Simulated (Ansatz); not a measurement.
## AlH₄NS₂, SMILES [NH2][Al]([SH])[SH]: a rigid torsion scan, step by step

Computed with Ansatz 0.2.0 through its Python package.

At the Python prompt:
```pycon
>>> import ansatz as az
>>> from ase import Atoms
>>> atoms = Atoms(['N', 'Al', 'S', 'S', 'H', 'H', 'H', 'H'], positions=[
...     (-0.4587, 1.6058, -0.0707),
...     (0.2163, -0.0949, -0.3715),
...     (2.4304, -0.4081, -0.3188),
...     (-1.0884, -1.8343, -0.7638),
...     (-1.0793, 1.8732, -0.9418),
...     (-1.1659, 1.5882, 0.7229),
...     (2.4605, -0.6707, 1.081),
...     (-1.2228, -2.1164, 0.6069),
... ])
>>> first = (
...     az.Crystal.molecule_from_ase(atoms).calculation()
...     .basis(gaussian='def2-SVP')
...     .functional('hf')
...     .relax(force_tolerance=0.02, max_steps=80)
... )
>>> atoms.positions = first.run().report['positions_ang']

>>> start = atoms.get_dihedral(2, 1, 0, 4)
>>> energies = {}
>>> for turn in range(0, 360, 40):
...     turned = atoms.copy()
...     turned.set_dihedral(2, 1, 0, 4, start + turn, indices=[0, 4, 5])
...     setup = az.Crystal.molecule_from_ase(turned).calculation()
...     setup = setup.basis(gaussian='def2-SVP').functional('hf')
...     energies[round((start + turn) % 360)] = setup.run().report['free_energy_ev']
...
>>> floor = min(energies.values())
>>> print('dihedral S2-Al1-N0-H4 (deg)   E - E(min) (kJ/mol)')
dihedral S2-Al1-N0-H4 (deg)   E - E(min) (kJ/mol)
>>> for angle, e in sorted(energies.items()):
...     print(f'{angle:8d} {96.485332 * (e - floor):14.3f}  ' + '#' * int(30 * (e - floor) / max(max(energies.values()) - floor, 1e-9)))
...
      38          7.900  ############
      78         19.438  #############################
     118         14.978  ######################
     158          2.276  ###
     198          2.170  ###
     238         14.739  ######################
     278         19.545  ##############################
     318          8.115  ############
     358          0.000
```

The scan is rigid and the energies are electronic, in a modest basis. With rigid groups the curve can differ much from the relaxed path, the start wasn't checked as a minimum of this torsion, and equivalent turns needn't return to the same energy. Run time: 36 s on 1 thread of Arm Neoverse V1, on a shared host, peak memory 0.23 GiB.

(Lines on the test bed's own set-up are left out of the output.)
